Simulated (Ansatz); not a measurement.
**TaNi3: how the settings move a single-point run**

Question: which choices in the input matter for TaNi3?

Computed with Ansatz 0.2.0 (reference: DFT, LDA, PAW with Ansatz's default frozen-core files, scalar-relativistic, unless a step's input says otherwise).

## Step 1: The starting structure

The structure is orthorhombic, space group Fmmm (No. 69). Conventional cell: a = 5.093 Å, b = 5.102 Å, c = 7.409 Å, α = 90.00°, β = 90.00°, γ = 90.00°. Ta (site symmetry mmm) has 12 Ni at 2.55 to 2.58 Å as nearest neighbours. Around Ni (site symmetry mmm) lie 4 Ta at 2.55 Å and 8 Ni at 2.58 Å. Ni (site symmetry 222) is surrounded by 8 Ni at 2.55 to 2.58 Å and 4 Ta at 2.58 Å.

As a file:

```xyz
4
Lattice="0.0000 2.5511 3.7045 2.5464 0.0000 3.7045 2.5464 2.5511 0.0000" Properties=species:S:1:pos:R:3 pbc="T T T"
Ta    0.0000    0.0000    0.0000
Ni    2.5464    2.5511    3.7045
Ni    1.2732    1.2756    1.8523
Ni    3.8196    3.8267    5.5568
```

## Step 2: The reference run

input.yaml reads:

```yaml
crystal:
  lattice:
    - [0.0, 2.5511481569, 3.7045443348]
    - [2.5463897099, 0.0, 3.7045443348]
    - [2.5463897099, 2.5511481569, 0.0]
  atoms:
    - { symbol: Ta, position: [0.0, 0.0, 0.0] }
    - { symbol: Ni, position: [0.5, 0.5, 0.5] }
    - { symbol: Ni, position: [0.25, 0.25, 0.25] }
    - { symbol: Ni, position: [0.75, 0.75, 0.75] }
magnetization:
  spin_polarized: true
  initial_magnetization: 0.0
  spin_locking: { lock_magnetization: hard }
kpoints:
  mp_grid: { grid: [8, 8, 8] }
scf:
  occupations: { method: fermi_dirac, width: 0.05 }
  lower_state_search: "off"
hamiltonian:
  xc: lda
  pseudopotentials: { kind: paw }
output:
  forces: true
  stress: true
  eigenvalues: true
```

Started as:

```console
$ ansatz run input.yaml --threads 2 --pin off --max-ram 6144MiB --backend cpu --events-out ev --progress --plain --runs-dir out
```

## Step 3: Changed: n_extra_bands 16, eigensolver.kind davidson

Changes to input.yaml since step 2:

```diff
@@ -19,2 +19,4 @@
   lower_state_search: "off"
+  n_extra_bands: 16
+  eigensolver: { kind: davidson }
 hamiltonian:
```

Q: Predict the outcome of this session. Wanted: for each run, ending; energy change; pressure; gap; force.

As calculated:

| run | ending | energy change | pressure (GPa) | gap (eV) | force (eV/Å) | cycles | time |
| --- | --- | --- | --- | --- | --- | --- | --- |
| reference | converged | 0 | -9.6 | 0.00 | 0.00 | 11 | 4 s |
| 1: n_extra_bands 16, eigensolver.kind davidson | converged | 0.0 meV/atom | -9.6 | 0.00 | 0.00 | 12 | 8 s |

Residual by cycle in the longest SCF loop of each run; runs are numbered as in the table. The quantity is the density residual dr2, in eV.

| cycle | reference | run 1 |
| --- | --- | --- |
| 1 | 0.886 | 0.882 |
| 2 | 0.633 | 0.622 |
| 3 | 0.4 | 0.514 |
| 4 | 0.422 | 0.3 |
| 5 | 0.00921 | 0.00646 |
| 6 | 0.00133 | 6.9e-4 |
| 7 | 4.3e-4 | 8.3e-4 |
| 8 | 2.3e-5 | 5.7e-5 |
| 9 | 9.5e-7 | 1.2e-5 |
| 10 | 5.6e-7 | 1.7e-6 |
| 11 | 8.0e-9 | 1.0e-7 |
| 12 | - | 3.2e-8 |

What this shows: With the changed band count and solver the energy agrees within 0.5 meV/atom. Cost: 12 SCF cycles against 11, 8 s against 4 s.
